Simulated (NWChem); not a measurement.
**SnH3Cl (SMILES [Cl][SnH3]) at B3LYP/LANL2DZ (core potential)**

Aim: the vertical ionisation energy of SnH3Cl at B3LYP/LANL2DZ (core potential), from 2 runs. 

The results are computed with NWChem 7.3.0.

**1. The molecule**

The species is SnH3Cl (5 atoms), meant as a singlet with charge 0. SMILES: `[Cl][SnH3]`. Geometry: relaxed at PBE0-D4/def2-TZVP.

Bond lengths: Cl1–Sn2 2.334 Å, Sn2–H3 1.700 Å, Sn2–H4 1.700 Å, Sn2–H5 1.700 Å. Angles: Cl1–Sn2–H3 106.1°, Cl1–Sn2–H4 106.1°, Cl1–Sn2–H5 106.1°, H3–Sn2–H4 112.7°, H3–Sn2–H5 112.7°, H4–Sn2–H5 112.7°.

**2. A single-point energy at B3LYP/LANL2DZ (core potential)**

Contents of job.nw:

```
start job
memory total 2200 mb
geometry units atomic noautosym nocenter noautoz
   Cl  -3.47596223   0.62814496   1.94622894
   Sn   0.31917474  -0.08409281  -0.18424830
   H   -0.22771200   0.68578161  -3.25486428
   H    0.98775985  -3.20157400   0.20994857
   H    2.49103698   1.83284537   1.20451143
end
basis spherical bse
   Cl library LANL2DZ
   Sn library LANL2DZ
   H library LANL2DZ
end
ecp bse
   Cl library LANL2DZ
   Sn library LANL2DZ
end
dft
   xc b3lyp
   grid fine
   convergence energy 1e-08
   iterations 100
   mulliken
   print low
end
task dft energy
```

On the command line:

```
$ nwchem job.nw > job.out
```

Standard output:

```text
[...]
 d= 0,ls=0.0,diis     1    -20.1072673475 -3.42D+01  3.32D-02  9.08D-02     0.5
[...]
 d= 0,ls=0.0,diis     7    -20.1340812192 -6.63D-10  1.66D-07  1.05D-11     2.2
         Total DFT energy =      -20.134081219242
      One electron energy =      -59.411322436026
           Coulomb energy =       30.187217133524
    Exchange-Corr. energy =       -4.979783438568
 Nuclear repulsion energy =       14.069807521828
[...]
      Total Density - Mulliken Population Analysis
     ---------------------------------------------
    Atom       Charge   Shell Charges
 -----------   ------   -------------------------------------------------------
    1 Cl   7     7.40   1.17  0.81  2.58  2.84
    2 Sn   4     3.31   0.37  1.02  1.56  0.36
    3 H    1     1.10   0.47  0.62
    4 H    1     1.10   0.47  0.62
    5 H    1     1.10   0.47  0.62
[...]
```

Run time: 3.6 s. Hardware: 1 thread of Intel Xeon Platinum 8259CL at 2.50GHz (Skylake/Cascade Lake), shared host; peak memory 0.12 GiB.

**3. The doublet cation, same level**

Contents of nw.nw:

```
START nw
TITLE "ClH3Sn"
memory total 2200 mb
charge 1
GEOMETRY noautosym nocenter noautoz
   Cl    -1.839400     0.332400     1.029900
   Sn     0.168900    -0.044500    -0.097500
   H     -0.120500     0.362900    -1.722400
   H      0.522700    -1.694200     0.111100
   H      1.318200     0.969900     0.637400
END
BASIS spherical bse
   * library LANL2DZ
END
ECP bse
   Cl library LANL2DZ
   Sn library LANL2DZ
END
DFT
   xc b3lyp
   mult 2
   grid fine
   convergence energy 1e-08
   maxiter 100
   mulliken
   print low
END
TASK dft energy
```

On the command line:

```
$ nwchem nw.nw > nw.out
```

Standard output:

```text
[...]
 d= 0,ls=0.0,diis     1    -19.5799715101 -3.36D+01  4.35D-02  1.07D-01     0.7
[...]
 d= 0,ls=0.5,diis    50    -19.7269406170 -7.96D-09  1.18D-07  1.08D-08    23.7
[...]
         Total DFT energy =      -19.726940623012
      One electron energy =      -55.721120091056
           Coulomb energy =       26.550072222892
    Exchange-Corr. energy =       -4.625701288852
 Nuclear repulsion energy =       14.069808534003
[...]
      Total Density - Mulliken Population Analysis
     ---------------------------------------------
    Atom       Charge   Shell Charges
 -----------   ------   -------------------------------------------------------
    1 Cl   7     6.89   1.19  0.81  2.55  2.35
    2 Sn   4     3.25   0.38  1.08  1.60  0.20
    3 H    1     0.94   0.45  0.49
    4 H    1     0.94   0.44  0.49
    5 H    1     0.98   0.46  0.52
[...]
      <S2> =      0.7573 (Exact =     0.7500)
[...]
```

Run time: 25 s. Hardware: 1 thread of Intel Xeon Platinum 8259CL at 2.50GHz (Skylake/Cascade Lake), shared host; peak memory 0.12 GiB.

**4. What came out**

At B3LYP/LANL2DZ (core potential):

| quantity | value |
| --- | --- |
| singlet SnH3Cl: total energy | -20.13408 Eh |
| doublet cation: total energy | -19.72694 Eh |
| doublet cation: ⟨S²⟩ | 0.757 |
| vertical ionisation energy (to the doublet cation) | 11.079 eV |

**Reading.** Removing an electron at fixed nuclei costs 11.08 eV (1069 kJ/mol). Mulliken charges (singlet SnH3Cl) run from -0.40 on Cl1 to +0.69 on Sn2; they depend strongly on the basis.
